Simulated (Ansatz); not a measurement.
# AlClF2H4Si: a reaction path by the nudged elastic band

What path joins these two structures, and how high does it climb? Both ends were relaxed at PBE0-D4 in triple zeta.

Computed with Ansatz 0.2.0, Gaussian basis. Level: PBE0-D4/def2-SVP.

22 further runs of the same task are left out: 22 set aside as unsound or not needed.

### 1 Starting geometry

The first end: 9 atoms, charge 0, spin multiplicity 1.

Atoms are counted from 1 here; the program's logs count them from 0.

Bond lengths: Al1–Si2 2.438 Å, Al1–F3 1.650 Å, Al1–F4 1.650 Å, Al1–Cl6 2.608 Å, Si2–H7 1.488 Å, Si2–H8 1.487 Å, Si2–H9 1.502 Å, H5–Cl6 1.288 Å. Angles: Si2–Al1–F3 120.1°, Si2–Al1–F4 120.3°, Si2–Al1–Cl6 95.5°, F3–Al1–F4 116.8°, F3–Al1–Cl6 95.7°, F4–Al1–Cl6 95.6°, Al1–Si2–H7 113.6°, Al1–Si2–H8 113.6°, Al1–Si2–H9 107.7°, H7–Si2–H8 108.7°, H7–Si2–H9 106.3°, H8–Si2–H9 106.3°, Al1–Cl6–H5 92.0°.

As a file:

| atom | x (Å) | y (Å) | z (Å) |
| --- | --- | --- | --- |
| Al1 | -1.1738 | -0.4240 | -0.3493 |
| Si2 | 1.1738 | 0.1130 | -0.7322 |
| F3 | -1.6297 | -1.9847 | -0.0673 |
| F4 | -2.3567 | 0.6194 | -0.8337 |
| H5 | 0.0566 | 0.6154 | 2.1206 |
| Cl6 | -1.1941 | 0.3104 | 2.1536 |
| H7 | 1.3820 | 1.1964 | -1.7300 |
| H8 | 1.9977 | -1.0618 | -1.1242 |
| H9 | 1.7442 | 0.6160 | 0.5625 |

The second end:

```xyz
9
AlClF2H4Si
Al   -1.5425   -0.4074    0.0248
Si    0.8632    0.0432   -0.7115
F    -1.7142   -2.0420   -0.1408
F    -2.4515    0.5657   -0.9525
H     0.9917    0.5279    1.0284
Cl   -1.3074    0.2806    2.0348
H     1.4103    1.2961   -1.3059
H     2.0078   -0.9117   -0.7473
H     1.7426    0.6478    0.7699
```

### 2 The band at PBE0-D4/def2-SVP

Contents of neb/in.yaml:

```yaml
crystal:
  periodic: [false, false, false]
  atoms:
    - {symbol: Al, position_ang: [-1.173800, -0.424032, -0.349259]}
    - {symbol: Si, position_ang: [1.173771, 0.112980, -0.732230]}
    - {symbol: F, position_ang: [-1.629672, -1.984672, -0.067293]}
    - {symbol: F, position_ang: [-2.356719, 0.619397, -0.833733]}
    - {symbol: H, position_ang: [0.056583, 0.615382, 2.120594]}
    - {symbol: Cl, position_ang: [-1.194130, 0.310367, 2.153600]}
    - {symbol: H, position_ang: [1.381969, 1.196430, -1.729953]}
    - {symbol: H, position_ang: [1.997654, -1.061837, -1.124206]}
    - {symbol: H, position_ang: [1.744243, 0.615986, 0.562479]}
basis:
  gaussian: {orbitals: def2-SVP}
hamiltonian: {xc: pbe0, dispersion: d4}
neb:
  images: 5
  climbing: true
  max_iterations: 40
  initial_path: idpp
  final_atoms:
    - {symbol: Al, position_ang: [-1.542516, -0.407407, 0.024826]}
    - {symbol: Si, position_ang: [0.863188, 0.043173, -0.711460]}
    - {symbol: F, position_ang: [-1.714220, -2.042017, -0.140808]}
    - {symbol: F, position_ang: [-2.451488, 0.565659, -0.952514]}
    - {symbol: H, position_ang: [0.991658, 0.527888, 1.028363]}
    - {symbol: Cl, position_ang: [-1.307432, 0.280567, 2.034837]}
    - {symbol: H, position_ang: [1.410345, 1.296054, -1.305876]}
    - {symbol: H, position_ang: [2.007787, -0.911704, -0.747306]}
    - {symbol: H, position_ang: [1.742579, 0.647787, 0.769938]}
```

On the command line:

```sh
> ansatz run in.yaml --threads 4 --pin off --events-out ev --progress --plain --max-ram 9574MiB
```

Before running it: what results should come out? Wanted: from earlier runs: barrier over the separately found saddle, CCSD(T)/def2-TZVPP.

As calculated:

| quantity | value |
| --- | --- |
| PBE0-D4/def2-SVP, 8 iterations | highest 6.4 kcal/mol (image 4), last end +4.1 kcal/mol |
| from earlier runs: barrier over the separately found saddle, CCSD(T)/def2-TZVPP | 11.3 kcal/mol |

In words: The highest image lies 6.4 kcal/mol above the first end, and it climbed, so it estimates the saddle. The ends are not quite minima at this level (largest force component 0.50 eV/Å), so the heights are unreliable: relaxing the first end would lower it and raise the barrier above it. The highest image is 4.8 kcal/mol below the CCSD(T) barrier in triple zeta, which comes from separate runs on the saddle.
